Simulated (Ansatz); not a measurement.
**MoCl+ (triplet): the correlation ladder, def2-QZVPP**

The task here is to estimate one member of a computed series from the others.

The runs use Ansatz 0.2.0, Gaussian basis; def2-QZVPP, core rule «outside noble gas», up to 9 orbitals frozen.

The runs, in order: UHF; ROHF; CCSD(T) on UHF.

2 further runs of the same task are left out: 2 set aside as unsound or not needed.

## The system

The geometry is a PBE0/def2-TZVP stationary point (not a proven minimum) of the parent state, kept for this charge and spin. No spin-orbit coupling is included. Elements past krypton take def2 core potentials.

2 atoms, charge 1, spin multiplicity 3.

Atoms are counted from 1 here; the program's logs count them from 0.

Bond lengths: Mo1–Cl2 2.165 Å.

Geometry (Å):

```xyz
2
charge 1, multiplicity 3
Mo    0.0000    0.0000    0.0000
Cl    0.0000    0.0000    2.1652
```

Set-up of the first run:

Contents of in.yaml:

```yaml
crystal:
  periodic: [false, false, false]
  atoms:
    - {symbol: Mo, position_ang: [0.000000, 0.000000, 0.000000]}
    - {symbol: Cl, position_ang: [0.000000, 0.000000, 2.165200]}
basis:
  gaussian: {orbitals: "def2-QZVPP.json"}
total_charge: 1
magnetization: {spin_polarized: true, initial_magnetization: 2}
hamiltonian: {xc: hf}
output: {orbitals: {seedname: orbitals}}
```

The run is started by

```bash
ansatz run in.yaml --threads 1 --pin off --events-out ev --progress --plain --max-ram 4096MiB --backend cpu
```

Among the steps run: UHF; ROHF; CCSD(T) on UHF.

One of the session's tables, all rows but one given; the rest of the session is left out.

It belongs to the step «Misses and costs». 

| method | from UCCSD(T) (meV) |
| --- | --- |
| ROHF | ? |
| UHF | +9820.5 |
| UMP2 | +1608.8 |
| UCCSD | +696.5 |
| UCCSD(T) | 0 |

Q: Estimate the row for ROHF from the others.

As computed: from UCCSD(T) (meV): +10883.2. In the column «from UCCSD(T) (meV)» it is the highest.

The program flags UCCSD(T) as in doubt (see the logs), so the zero of the table is itself unsure.

Limits of these values: The determinant is far from a pure spin state, so its energy mixes those of several spin states (harmless only where they are near-degenerate, as at dissociation). The program flags UCCSD(T) as in doubt, so the zero of the table is itself unsure.
